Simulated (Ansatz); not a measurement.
# GaH6NOSi2: basis-set convergence

The task here is to estimate one member of a computed series from the others.

Computed with Ansatz 0.2.0, Gaussian basis. Level: one geometry, several basis sets.

Levels to be run: PBE0-D4/def2-SVP; ωB97M-V/def2-SVP; PBE0-D4/def2-QZVPP; ωB97M-V/def2-QZVPP; the functionals' def2-TZVPP values are taken from earlier runs.

## Structure used throughout

All runs share one geometry, relaxed beforehand with PBE0-D4 in a triple-zeta def2 set.

11 atoms, charge 0, spin multiplicity 1.

Atoms are counted from 1 here; the program's logs count them from 0.

Bond lengths: N1–Ga2 1.800 Å, N1–H6 1.004 Å, N1–H7 1.006 Å, Ga2–O3 1.851 Å, Ga2–Si5 2.398 Å, O3–Si4 1.647 Å, Si4–Si5 2.366 Å, Si4–H8 1.490 Å, Si4–H9 1.490 Å, Si5–H10 1.488 Å, Si5–H11 1.488 Å. Angles: Ga2–N1–H6 124.6°, Ga2–N1–H7 122.5°, H6–N1–H7 112.9°, N1–Ga2–O3 115.9°, N1–Ga2–Si5 156.0°, O3–Ga2–Si5 88.1°, Ga2–O3–Si4 105.9°, O3–Si4–Si5 94.2°, O3–Si4–H8 112.7°, O3–Si4–H9 112.7°, Si5–Si4–H8 114.3°, Si5–Si4–H9 114.3°, H8–Si4–H9 108.3°, Ga2–Si5–Si4 71.8°, Ga2–Si5–H10 116.1°, Ga2–Si5–H11 116.0°, Si4–Si5–H10 119.7°, Si4–Si5–H11 119.6° and more.

Set-up of the first run:

Contents of in.yaml:

```yaml
crystal:
  periodic: [false, false, false]
  atoms:
    - {symbol: N, position_ang: [-1.400464, 2.333376, -0.331463]}
    - {symbol: Ga, position_ang: [-0.412609, 0.831388, -0.239628]}
    - {symbol: O, position_ang: [-0.721927, -0.249939, 1.230945]}
    - {symbol: Si, position_ang: [0.300510, -1.530841, 1.071600]}
    - {symbol: Si, position_ang: [1.232112, -0.757687, -0.961711]}
    - {symbol: H, position_ang: [-1.341977, 3.010356, -1.071191]}
    - {symbol: H, position_ang: [-2.082701, 2.575537, 0.367450]}
    - {symbol: H, position_ang: [-0.419614, -2.830131, 0.961520]}
    - {symbol: H, position_ang: [1.275441, -1.630298, 2.193464]}
    - {symbol: H, position_ang: [2.639273, -0.274462, -0.991733]}
    - {symbol: H, position_ang: [0.931965, -1.477300, -2.229242]}
basis:
  gaussian: {orbitals: def2-SVP}
hamiltonian: {xc: pbe0, dispersion: d4}
output: {orbitals: {seedname: orbitals}}
```

The run is started by

```bash
> ansatz run in.yaml --threads 4 --pin off --events-out ev --progress --plain --max-ram 10444MiB
```

Among the steps run: PBE0-D4 in def2-SVP; ωB97M-V in def2-SVP; PBE0-D4 in def2-QZVPP; ωB97M-V in def2-QZVPP.

One of the session's tables, all rows but one given; the rest of the session is left out.

It belongs to the step «Density functionals: the series». 

| functional | basis | HOMO (eV) |
| --- | --- | --- |
| PBE0-D4 | def2-SVP | -7.24 |
| PBE0-D4 | def2-TZVPP | -7.24 |
| PBE0-D4 | def2-QZVPP | -7.26 |
| ωB97M-V | def2-SVP | -9.16 |
| ωB97M-V | def2-TZVPP | ? |
| ωB97M-V | def2-QZVPP | -9.22 |

Q: Estimate the row for ωB97M-V, def2-TZVPP from the others.

The run gave: HOMO (eV): -9.19. In the column «HOMO (eV)» it lies between ωB97M-V, def2-QZVPP (-9.22) and ωB97M-V, def2-SVP (-9.16).
